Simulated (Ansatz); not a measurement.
Debugging a relaxed scan of one distance of FGeHI, SMILES [F][GeH][I] (Ansatz 0.2.0 through its Python package).

`relaxed_scan.py`:
```python
"""Relaxed scan of one distance in FGeHI."""

import ansatz as az
import numpy as np

geometry_ang = [
    ("F", (-1.464, -0.2517, 0.8543)),
    ("Ge", (-0.0462, 0.4878, 0.181)),
    ("I", (1.7832, -1.2342, 0.2325)),
    ("H", (-0.2174, 0.9379, -1.2881)),
]
mol = az.Crystal.molecule()
for symbol, xyz in geometry_ang:
    mol = mol.atom(symbol, xyz)

setup = mol.calculation()
setup = setup.basis(gaussian="def2-SVP")
setup = setup.functional("pbe")
setup = setup.spin("collinear", total=1)
symbols = [site.symbol for site in mol.cartesian_sites]
pairs = [(0, 1), (1, 2), (1, 3)]
print("held (A)   E (eV)        ", "  ".join(f"{symbols[i]}{i}-{symbols[j]}{j}" for i, j in pairs))
for length in [2.31, 2.51, 2.71, 3.02, 3.39]:
    rep = setup.relax(constraints=[az.DistanceConstraint((1, 2), at=length)], force_tolerance=0.02, max_steps=60).report
    xyz = np.array(rep["positions_ang"])
    print(f"{length:6.2f} {rep['free_energy_ev']:14.5f}  ", "  ".join(f"{np.linalg.norm(xyz[i] - xyz[j]):.3f}" for i, j in pairs))
```

```console
$ python relaxed_scan.py
held (A)   E (eV)         F0-Ge1  Ge1-I2  Ge1-H3
Traceback (most recent call last):
  File "relaxed_scan.py", line 24, in <module>
    rep = setup.relax(constraints=[az.DistanceConstraint((1, 2), at=length)], force_tolerance=0.02, max_steps=60).report
          ^^^^^^^^^^^^^^^^^^^^^^^^^^^^^^^^^^^^^^^^^^^^^^^^^^^^^^^^^^^^^^^^^^^^^^^^^^^^^^^^^^^^^^^^^^^^^^^^^^^^^^^^^^^^^^
AttributeError: 'Calculation' object has no attribute 'report'
```

What is wrong, and how is it mended?

The fault: the calculation is never run. The correction:

```diff
--- before
+++ after
@@ -23,3 +23,3 @@
 for length in [2.31, 2.51, 2.71, 3.02, 3.39]:
-    rep = setup.relax(constraints=[az.DistanceConstraint((1, 2), at=length)], force_tolerance=0.02, max_steps=60).report
+    rep = setup.relax(constraints=[az.DistanceConstraint((1, 2), at=length)], force_tolerance=0.02, max_steps=60).run().report
     xyz = np.array(rep["positions_ang"])
```

The mended script runs so:

```console
$ python relaxed_scan.py
held (A)   E (eV)         F0-Ge1  Ge1-I2  Ge1-H3
DeckWarning: relax.constraints: the input's atoms, or those drawn, lie off the distances that are held; a relaxation that starts there is brought onto them ahead of its first SCF, by positions alone, an atom by 1.01e-1 Å at the most. With the symmetry [...]
  2.31   -67332.03591   1.774  2.310  1.581
  2.51   -67332.40691   1.768  2.510  1.587
  2.71   -67332.32827   1.764  2.710  1.591
  3.02   -67331.89230   1.762  3.020  1.602
  3.39   -67331.35500   1.762  3.390  1.614
```
(Warnings from the package without file and line, shortened, repeats left out.)

Notes:
- Total energies depend on the basis set; only differences at equal settings carry meaning.
- The energies are electronic: no zero-point or thermal terms, and the basis set is short of its limit.
- def2 sets replace the cores of elements past krypton by effective core potentials.
- The species is open-shell (spin multiplicity 2).
- Run time: 2.4 min on 1 thread of Arm Neoverse V1, on a shared host, peak memory 0.24 GiB.
